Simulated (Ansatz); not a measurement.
# GeNH₃: one species, many methods

An exercise on one series of results from a longer session: the logs are not shown, and one member is left open.

Method: functionals in def2-TZVPP, the program's frozen cores in correlated methods; program: Ansatz 0.2.0, Gaussian basis.

Plan: LDA (SPW92), PBE-D4, revPBE-D4, BLYP-D4, r2SCAN-D4, B97M-V, PBE0-D4, B3LYP-D4, r2SCANh-D4, r2SCAN0-D4, HSE06-D4, BHLYP-D4, CAM-B3LYP-D4, LC-ωPBE, ωB97X-V, ωB97M-V, B2PLYP, PBE-QIDH; CCSD(T)/def2-SVP; CCSD(T)/def2-TZVPP; CCSD(T)/def2-QZVPP; extrapolation to the limit; RPA on PBE.

**The relaxed structure**

The geometry comes from an earlier relaxation with PBE0-D4 in a triple-zeta def2 set; it is a stationary point.

SMILES `[NH2][GeH]`, 5 atoms, charge 0, spin multiplicity 1.

Atoms are counted from 1 here; the program's logs count them from 0.

Bond lengths: N1–Ge2 1.816 Å, N1–H3 1.008 Å, N1–H4 1.007 Å, Ge2–H5 1.602 Å. Angles: Ge2–N1–H3 121.9°, Ge2–N1–H4 125.7°, H3–N1–H4 112.5°, N1–Ge2–H5 92.6°.

Set-up of the first run:

in.yaml reads:

```yaml
crystal:
  periodic: [false, false, false]
  atoms:
    - {symbol: N, position_ang: [-0.084089, -0.602177, 0.097355]}
    - {symbol: Ge, position_ang: [0.988791, 0.853448, 0.259794]}
    - {symbol: H, position_ang: [0.180576, -1.502013, 0.465328]}
    - {symbol: H, position_ang: [-0.985014, -0.620128, -0.352479]}
    - {symbol: H, position_ang: [-0.050264, 1.797170, -0.511298]}
basis:
  gaussian: {orbitals: def2-TZVPP}
hamiltonian: {xc: lda}
output: {orbitals: {seedname: orbitals}}
```

Among the steps run: LDA; PBE-D4 (GGA); revPBE-D4 (GGA); BLYP-D4 (GGA); r2SCAN-D4 (meta-GGA); B97M-V (meta-GGA); PBE0-D4 (hybrid); B3LYP-D4 (hybrid); r2SCANh-D4 (hybrid); r2SCAN0-D4 (hybrid); HSE06-D4 (hybrid); BHLYP-D4 (hybrid); CAM-B3LYP-D4 (range-separated); LC-ωPBE-D4 (range-separated; the results give it without D4); ωB97X-V (range-separated); ωB97M-V (range-separated); B2PLYP (double hybrid); PBE-QIDH (double hybrid).

One of the session's tables, all rows but one given; the rest of the session is left out.

It belongs to the step «Frontier levels by functional». 

| functional | HOMO (eV) | LUMO (eV) | gap (eV) |
| --- | --- | --- | --- |
| LDA (SPW92) | -5.56 | -2.64 | 2.92 |
| PBE-D4 | -5.47 | -2.42 | 3.04 |
| revPBE-D4 | -5.43 | -2.34 | 3.09 |
| BLYP-D4 | -5.37 | -2.32 | 3.05 |
| r2SCAN-D4 | -5.74 | -2.34 | 3.40 |
| B97M-V | -5.73 | -2.28 | 3.45 |
| PBE0-D4 | -6.55 | -1.63 | 4.92 |
| B3LYP-D4 | -6.39 | -1.85 | 4.54 |
| r2SCANh-D4 | -6.13 | -2.03 | 4.10 |
| r2SCAN0-D4 | -6.72 | -1.59 | 5.14 |
| HSE06-D4 | -6.15 | -2.00 | 4.14 |
| BHLYP-D4 | -7.53 | -0.77 | 6.76 |
| CAM-B3LYP-D4 | -7.86 | -0.58 | 7.28 |
| LC-ωPBE | ? | ? | ? |
| ωB97X-V | -8.82 | 0.46 | 9.28 |
| ωB97M-V | -8.70 | 0.35 | 9.05 |

Estimate the missing values for LC-ωPBE.

The run gave: HOMO (eV): -9.15; LUMO (eV): 0.54; gap (eV): 9.69. In the column «HOMO (eV)» it is the lowest.
